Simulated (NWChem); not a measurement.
**One shape, several levels: C2H9NSi (SMILES CC[SiH2]N)**

Wanted: a comparison of 3 runs (HF/def2-SVP, PBE0/def2-SVP, CCSD(T)/3-21G) of C2H9NSi. 

The results are computed with NWChem 7.3.0.

## 1. Starting point

The species is C2H9NSi (13 atoms), meant as a singlet with charge 0. As SMILES, `CC[SiH2]N`. The coordinates come from a PBE0-D4/def2-TZVP relaxation. This is one conformer, not always the lowest.

Bond lengths: C1–C2 1.526 Å, C2–Si3 1.871 Å, Si3–N4 1.724 Å, C1–H5 1.093 Å, C1–H6 1.093 Å, C1–H7 1.093 Å, C2–H8 1.095 Å, C2–H9 1.097 Å, Si3–H10 1.498 Å, Si3–H11 1.490 Å, N4–H12 1.008 Å, N4–H13 1.007 Å. Some angles: C1–C2–Si3 113.2°, C2–Si3–N4 110.3°, C1–C2–H8 110.9°, C1–C2–H9 110.2°, Si3–C2–H8 108.1°, Si3–C2–H9 108.2°, C2–C1–H5 111.4°, C2–C1–H6 111.7°, C2–C1–H7 111.5°, C2–Si3–H10 107.4°.

## 2. Energy and gradient at HF/def2-SVP (run 1)

Contents of work.nw:

```
start work
memory stack 880 mb heap 220 mb global 1100 mb
charge 0

geometry units angstrom noautosym nocenter noautoz
  C       -1.322200       1.330400      -0.520900
  C       -0.660000       0.345600       0.438400
  Si       0.768100      -0.585500      -0.331800
  N        1.481600      -1.646200       0.824300
  H       -1.733500       0.819400      -1.395700
  H       -2.143200       1.870700      -0.043000
  H       -0.608900       2.074000      -0.886100
  H       -1.385200      -0.387200       0.807000
  H       -0.287000       0.873700       1.324300
  H        1.703700       0.431100      -0.911500
  H        0.307900      -1.446900      -1.456800
  H        1.890400      -1.272900       1.666400
  H        2.008800      -2.440900       0.500200
end

basis spherical bse
  * library def2-SVP
end

scf
  thresh 1e-08
  maxiter 80
  print medium
end

task scf gradient
```

The run is started by

```bash
nwchem work.nw > work.out
```

Output:

```text
[...]
  functions       =   105
[...]
  wavefunction    = RHF
[...]
         Total SCF energy =   -424.197335047920
      One-electron energy =   -928.730969438647
      Two-electron energy =    330.550043184585
 Nuclear repulsion energy =    173.983591206142
        Time for solution =     12.1s
[...]
                         RHF ENERGY GRADIENTS
    atom               coordinates                        gradient
                 x          y          z           x          y          z
   1 C      -2.498596   2.514091  -0.984358    0.003099  -0.003257   0.001413
   2 C      -1.247219   0.653089   0.828456    0.001738  -0.000394  -0.003126
   3 Si      1.451499  -1.106435  -0.627011   -0.002651   0.001656   0.006311
   4 N       2.799818  -3.110867   1.557701   -0.007801   0.003277  -0.004725
   5 H      -3.275840   1.548441  -2.637491    0.000104  -0.000326  -0.000397
   6 H      -4.050061   3.535110  -0.081258   -0.000369   0.000172   0.000528
   7 H      -1.150654   3.919292  -1.674486    0.000625   0.000056  -0.000331
   8 H      -2.617648  -0.731702   1.525009   -0.000088  -0.000728   0.000039
   9 H      -0.542351   1.651054   2.502564    0.000571   0.000075   0.000384
  10 H       3.219526   0.814661  -1.722485    0.000603   0.001925  -0.000791
  11 H       0.581847  -2.734245  -2.752953   -0.000467  -0.001531  -0.000773
[...]
```

Run time: 16 s. Hardware: 1 thread of Intel Xeon 6975P-C (Granite Rapids), shared host; peak memory 0.099 GiB.

## 3. Energy and gradient at PBE0/def2-SVP (run 2)

Contents of run.py:

```python
from ase import Atoms
from ase.calculators.nwchem import NWChem

molecule = Atoms(['C', 'C', 'Si', 'N', 'H', 'H', 'H', 'H', 'H', 'H', 'H', 'H', 'H'], positions=[
    [-1.322200, 1.330400, -0.520900],
    [-0.660000, 0.345600, 0.438400],
    [0.768100, -0.585500, -0.331800],
    [1.481600, -1.646200, 0.824300],
    [-1.733500, 0.819400, -1.395700],
    [-2.143200, 1.870700, -0.043000],
    [-0.608900, 2.074000, -0.886100],
    [-1.385200, -0.387200, 0.807000],
    [-0.287000, 0.873700, 1.324300],
    [1.703700, 0.431100, -0.911500],
    [0.307900, -1.446900, -1.456800],
    [1.890400, -1.272900, 1.666400],
    [2.008800, -2.440900, 0.500200],
])

calc = NWChem(
    label='sp',
    theory='dft',
    memory='2200 mb',
    basis='def2-SVP',
    basispar='spherical bse',
    dft={'xc': 'pbe0', 'mult': '1', 'grid': 'fine', 'convergence': 'energy 1e-08', 'iterations': '100', 'mulliken': None},
)
molecule.calc = calc

forces = molecule.get_forces()
print(f"energy = {molecule.get_potential_energy():.6f} eV")
print("forces (eV/A):")
for s, f in zip(molecule.symbols, forces):
    print(f"{s:2s} {f[0]:10.5f} {f[1]:10.5f} {f[2]:10.5f}")
print("dipole (e A):", molecule.get_dipole_moment().round(4))
```

The run is started by

```bash
export ASE_NWCHEM_COMMAND="nwchem PREFIX.nwi > PREFIX.nwo"
python run.py
```

Output:

```text
energy = -11576.243827 eV
forces (eV/A):
C     0.10140   -0.17448    0.20353
C    -0.05312    0.15355   -0.26138
Si    0.01825    0.04721   -0.08911
N    -0.14105   -0.10207    0.07965
H    -0.11945   -0.12208   -0.23901
H    -0.22554    0.15607    0.11045
H     0.17715    0.21278   -0.10593
H    -0.17355   -0.20039    0.11076
H     0.09837    0.12017    0.22981
H     0.08294    0.11724   -0.08582
H    -0.05003   -0.07009   -0.11657
H     0.12161    0.10007    0.24929
H     0.16301   -0.23803   -0.08572
dipole (e A): [ 0.1324 -0.0322  0.1909]
```

The calculator wrote sp.nwi:

```
title "sp"

permanent_dir sp

scratch_dir sp

start sp

geometry units angstrom nocenter noautosym noautoz
  C  -1.3222000000000000e+00 1.3304000000000000e+00 -5.2090000000000003e-01
  C  -6.6000000000000003e-01 3.4560000000000002e-01 4.3840000000000001e-01
  Si 7.6810000000000000e-01 -5.8550000000000002e-01 -3.3179999999999998e-01
  N  1.4816000000000000e+00 -1.6462000000000001e+00 8.2430000000000003e-01
  H  -1.7335000000000000e+00 8.1940000000000002e-01 -1.3956999999999999e+00
  H  -2.1432000000000002e+00 1.8707000000000000e+00 -4.2999999999999997e-02
  H  -6.0890000000000000e-01 2.0739999999999998e+00 -8.8610000000000000e-01
  H  -1.3852000000000000e+00 -3.8719999999999999e-01 8.0700000000000005e-01
  H  -2.8699999999999998e-01 8.7370000000000003e-01 1.3243000000000000e+00
  H  1.7037000000000000e+00 4.3109999999999998e-01 -9.1149999999999998e-01
  H  3.0790000000000001e-01 -1.4469000000000001e+00 -1.4568000000000001e+00
  H  1.8904000000000001e+00 -1.2728999999999999e+00 1.6664000000000001e+00
  H  2.0087999999999999e+00 -2.4409000000000001e+00 5.0019999999999998e-01
end

memory 2200 mb

basis spherical bse noprint
   * library def2-SVP
end

dft
  xc pbe0
  mult 1
  grid fine
  convergence energy 1e-08
  iterations 100
  mulliken
end

task dft gradient
```

sp.nwo:

```text
Northwest Computational Chemistry Package (NWChem) 7.3.0
             --------------------------------------------------------

           Job information
           ---------------

    nwchem branch   = 7.3.0
    use scalapack   = T
    input           = sp.nwi
    prefix          = sp.
    data base       = sp/sp.db
    status          = startup
    nproc           =        1

           Memory information
           ------------------

    heap     =     72089596 doubles =      550.0 Mbytes
    stack    =     72089601 doubles =      550.0 Mbytes
    global   =    144179200 doubles =     1100.0 Mbytes (distinct from heap & stack)
    total    =    288358397 doubles =     2200.0 Mbytes
    verify   = yes
    hardfail = no

           Directory information
           ---------------------

  0 permanent = sp
  0 scratch   = sp

                                NWChem Input Module
                                -------------------

                                        sp
                                        --

[... 104 lines left out ...]
  convergence criterion.
[... 17 lines left out ...]
          Convergence on gradient requested:  5.00D-04
[... 26 lines left out ...]
          Convergence aids based upon iterative change in
[... 28 lines left out ...]
 1-e energy   =    -924.345764
[... 39 lines left out ...]
         Total DFT energy =     -425.419117454560
[... 2 lines left out ...]
    Exchange-Corr. energy =      -41.796302172978
[... 804 lines left out ...]
          Convergence on energy requested:  1.00D-08
[... 24 lines left out ...]
          Spatial weights used:  Erf1
[... 4 lines left out ...]
          total energy or number of iterations.
[... 18 lines left out ...]
                            NWChem DFT Gradient Module
                            --------------------------

                                        sp

  charge          =   0.00
  wavefunction    = closed shell

                         DFT ENERGY GRADIENTS

    atom               coordinates                        gradient
                 x          y          z           x          y          z
   1 C      -2.498596   2.514091  -0.984358   -0.001972   0.003393  -0.003958
   2 C      -1.247219   0.653089   0.828456    0.001033  -0.002986   0.005083
   3 Si      1.451499  -1.106435  -0.627011   -0.000355  -0.000918   0.001733
[... 9 lines of this table left out ...]
  13 H       3.796082  -4.612632   0.945241   -0.003170   0.004629   0.001667

                 ----------------------------------------
                 |  Time  |  1-e(secs)   |  2-e(secs)   |
                 ----------------------------------------
                 |  CPU   |       0.01   |       2.44   |
                 ----------------------------------------
                 |  WALL  |       0.01   |       2.44   |
                 ----------------------------------------

 Task  times  cpu:       21.8s     wall:       21.8s
 Total times  cpu:       21.9s     wall:       21.9s
```

Wall time 23 s (1 thread of Intel Xeon 6975P-C (Granite Rapids), shared host); peak memory 0.12 GiB.

## 4. A single-point energy at CCSD(T)/3-21G (run 3)

Contents of nw.nw:

```
start nw
title "C2H9NSi"
memory stack 880 mb heap 220 mb global 1100 mb
charge 0

geometry noautosym nocenter noautoz
   C     -1.322200     1.330400    -0.520900
   C     -0.660000     0.345600     0.438400
   Si     0.768100    -0.585500    -0.331800
   N      1.481600    -1.646200     0.824300
   H     -1.733500     0.819400    -1.395700
   H     -2.143200     1.870700    -0.043000
   H     -0.608900     2.074000    -0.886100
   H     -1.385200    -0.387200     0.807000
   H     -0.287000     0.873700     1.324300
   H      1.703700     0.431100    -0.911500
   H      0.307900    -1.446900    -1.456800
   H      1.890400    -1.272900     1.666400
   H      2.008800    -2.440900     0.500200
end

basis spherical bse
   * library 3-21G
end

scf
   nopen 0
   rhf
   thresh 1e-08
   maxiter 80
   print low
end

ccsd
   freeze core 8
   maxiter 60
end

task ccsd(t)
```

The run is started by

```bash
nwchem nw.nw > nw.out
```

Output:

```text
[...]
  functions       =    58
[...]
  wavefunction    = RHF
[...]
         Total SCF energy =   -422.104189936786
      One-electron energy =   -926.019205817275
      Two-electron energy =    329.931424674348
 Nuclear repulsion energy =    173.983591206142
        Time for solution =      2.4s
[...]
 Total MP2 energy:           -422.447956787445946
[...]
             energy      energy      error      ampl     ampl      Block
                                                time     time      time
[...]
 Total CCSD energy:           -422.495781800664020
[...]
 Total CCSD+T(CCSD) energy:           -422.504814397432654
[...]
 Total CCSD(T) energy:                -422.504386099265560
[...]
```

It took 24 s on 1 thread of Intel Xeon 6975P-C (Granite Rapids), shared host; peak memory 0.14 GiB.

## 5. All runs side by side

| run | level | iteration cap | module | energy (Eh) | dipole moment (D) | HOMO energy (eV) | LUMO energy (eV) | wall time |
| --- | --- | --- | --- | --- | --- | --- | --- | --- |
| 1 | HF/def2-SVP | 80 | scf | -424.197335 | 1.10 | -10.56 | 4.48 | 16 s |
| 2 | PBE0/def2-SVP | 100 | dft | -425.419117 | 1.13 | -6.99 | 1.34 | 23 s |
| 3 | CCSD(T)/3-21G | 80 | ccsd(t) | -422.504386 | – | – | – | 24 s |

## 6. Summary of results

```
                                          quantity          value
                               run 3: total energy  -422.50439 Eh
run 3: correlation energy (8 core orbitals frozen)     -400.2 mEh
                             run 3: (T) correction      -8.60 mEh
```

All runs together took 63 s, the longest 24 s.
